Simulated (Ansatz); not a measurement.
# WSe2: the cost of one run

Computed with Ansatz 0.2.0 (DFT PBE, scalar-relativistic, plane waves, PAW, unless a step's input says otherwise).

**1. Starting point**

Symmetry: P6_3/mmc, No. 194, hexagonal system. The conventional cell has a = 3.290 Å, b = 3.290 Å, c = 12.970 Å, α = 90.00°, β = 90.00°, γ = 120.00°. W (site symmetry -6m2) has 6 Se at 2.53 Å in its first shell of neighbours. Se (site symmetry 3m) is surrounded by 3 W at 2.53 Å.

As a file:

```
CELL_PARAMETERS angstrom
9.87000 0.00000 0.00000
-4.93500 8.54767 0.00000
0.00000 0.00000 12.97000
ATOMIC_POSITIONS crystal
W 0.11111 0.22222 0.25000
W 0.11111 0.55556 0.25000
W 0.11111 0.88889 0.25000
W 0.44444 0.22222 0.25000
W 0.44444 0.55556 0.25000
W 0.44444 0.88889 0.25000
W 0.77778 0.22222 0.25000
W 0.77778 0.55556 0.25000
W 0.77778 0.88889 0.25000
W 0.22222 0.11111 0.75000
W 0.22222 0.44444 0.75000
W 0.22222 0.77778 0.75000
W 0.55556 0.11111 0.75000
W 0.55556 0.44444 0.75000
W 0.55556 0.77778 0.75000
W 0.88889 0.11111 0.75000
W 0.88889 0.44444 0.75000
W 0.88889 0.77778 0.75000
Se 0.11111 0.22222 0.62100
Se 0.11111 0.55556 0.62100
Se 0.11111 0.88889 0.62100
Se 0.44444 0.22222 0.62100
Se 0.44444 0.55556 0.62100
Se 0.44444 0.88889 0.62100
Se 0.77778 0.22222 0.62100
Se 0.77778 0.55556 0.62100
Se 0.77778 0.88889 0.62100
Se 0.22222 0.11111 0.12100
Se 0.22222 0.44444 0.12100
Se 0.22222 0.77778 0.12100
Se 0.55556 0.11111 0.12100
Se 0.55556 0.44444 0.12100
Se 0.55556 0.77778 0.12100
Se 0.88889 0.11111 0.12100
Se 0.88889 0.44444 0.12100
Se 0.88889 0.77778 0.12100
Se 0.11111 0.22222 0.87900
Se 0.11111 0.55556 0.87900
Se 0.11111 0.88889 0.87900
Se 0.44444 0.22222 0.87900
Se 0.44444 0.55556 0.87900
Se 0.44444 0.88889 0.87900
Se 0.77778 0.22222 0.87900
Se 0.77778 0.55556 0.87900
Se 0.77778 0.88889 0.87900
Se 0.22222 0.11111 0.37900
Se 0.22222 0.44444 0.37900
Se 0.22222 0.77778 0.37900
Se 0.55556 0.11111 0.37900
Se 0.55556 0.44444 0.37900
Se 0.55556 0.77778 0.37900
Se 0.88889 0.11111 0.37900
Se 0.88889 0.44444 0.37900
Se 0.88889 0.77778 0.37900
```

The runs take a perfect supercell of 54 atoms; the defect goes to fractional position (0.111, 0.222, 0.250).

**2. The perfect supercell**

Contents of input.yaml:

```yaml
crystal:
  lattice:
    - [9.87, 0.0, 0.0]
    - [-4.935, 8.547671, 0.0]
    - [0.0, 0.0, 12.97]
  atoms:
    - { symbol: W, position: [0.111111, 0.222222, 0.25] }
    - { symbol: W, position: [0.111111, 0.555556, 0.25] }
    - { symbol: W, position: [0.111111, 0.888889, 0.25] }
    - { symbol: W, position: [0.444444, 0.222222, 0.25] }
    - { symbol: W, position: [0.444444, 0.555556, 0.25] }
    - { symbol: W, position: [0.444444, 0.888889, 0.25] }
    - { symbol: W, position: [0.777778, 0.222222, 0.25] }
    - { symbol: W, position: [0.777778, 0.555556, 0.25] }
    - { symbol: W, position: [0.777778, 0.888889, 0.25] }
    - { symbol: W, position: [0.222222, 0.111111, 0.75] }
    - { symbol: W, position: [0.222222, 0.444444, 0.75] }
    - { symbol: W, position: [0.222222, 0.777778, 0.75] }
    - { symbol: W, position: [0.555556, 0.111111, 0.75] }
    - { symbol: W, position: [0.555556, 0.444444, 0.75] }
    - { symbol: W, position: [0.555556, 0.777778, 0.75] }
    - { symbol: W, position: [0.888889, 0.111111, 0.75] }
    - { symbol: W, position: [0.888889, 0.444444, 0.75] }
    - { symbol: W, position: [0.888889, 0.777778, 0.75] }
    - { symbol: Se, position: [0.111111, 0.222222, 0.621] }
    - { symbol: Se, position: [0.111111, 0.555556, 0.621] }
    - { symbol: Se, position: [0.111111, 0.888889, 0.621] }
    - { symbol: Se, position: [0.444444, 0.222222, 0.621] }
    - { symbol: Se, position: [0.444444, 0.555556, 0.621] }
    - { symbol: Se, position: [0.444444, 0.888889, 0.621] }
    - { symbol: Se, position: [0.777778, 0.222222, 0.621] }
    - { symbol: Se, position: [0.777778, 0.555556, 0.621] }
    - { symbol: Se, position: [0.777778, 0.888889, 0.621] }
    - { symbol: Se, position: [0.222222, 0.111111, 0.121] }
    - { symbol: Se, position: [0.222222, 0.444444, 0.121] }
    - { symbol: Se, position: [0.222222, 0.777778, 0.121] }
    - { symbol: Se, position: [0.555556, 0.111111, 0.121] }
    - { symbol: Se, position: [0.555556, 0.444444, 0.121] }
    - { symbol: Se, position: [0.555556, 0.777778, 0.121] }
    - { symbol: Se, position: [0.888889, 0.111111, 0.121] }
    - { symbol: Se, position: [0.888889, 0.444444, 0.121] }
    - { symbol: Se, position: [0.888889, 0.777778, 0.121] }
    - { symbol: Se, position: [0.111111, 0.222222, 0.879] }
    - { symbol: Se, position: [0.111111, 0.555556, 0.879] }
    - { symbol: Se, position: [0.111111, 0.888889, 0.879] }
    - { symbol: Se, position: [0.444444, 0.222222, 0.879] }
    - { symbol: Se, position: [0.444444, 0.555556, 0.879] }
    - { symbol: Se, position: [0.444444, 0.888889, 0.879] }
    - { symbol: Se, position: [0.777778, 0.222222, 0.879] }
    - { symbol: Se, position: [0.777778, 0.555556, 0.879] }
    - { symbol: Se, position: [0.777778, 0.888889, 0.879] }
    - { symbol: Se, position: [0.222222, 0.111111, 0.379] }
    - { symbol: Se, position: [0.222222, 0.444444, 0.379] }
    - { symbol: Se, position: [0.222222, 0.777778, 0.379] }
    - { symbol: Se, position: [0.555556, 0.111111, 0.379] }
    - { symbol: Se, position: [0.555556, 0.444444, 0.379] }
    - { symbol: Se, position: [0.555556, 0.777778, 0.379] }
    - { symbol: Se, position: [0.888889, 0.111111, 0.379] }
    - { symbol: Se, position: [0.888889, 0.444444, 0.379] }
    - { symbol: Se, position: [0.888889, 0.777778, 0.379] }
basis:
  ecutwfc: 420
  fft_grid_basis: typed
kpoints:
  mp_grid: { grid: [3, 3, 1] }
hamiltonian:
  xc: pbe
  pseudopotentials: { kind: paw }
scf:
  occupations: { method: gaussian, width: 0.05 }
output:
  forces: true
  stress: false
  eigenvalues: true
  bader: false
  write_density: true
  volumetric_format: npy
```

Launch:

```console
> ansatz run input.yaml --threads 8 --pin off --max-ram 16384MiB --backend cpu --events-out ev --progress --plain --runs-dir out
```

Q: Estimate wall time and peak memory on 8 threads of Arm Neoverse N1, shared host.

About 37 s, with a peak of 6.6 GiB.
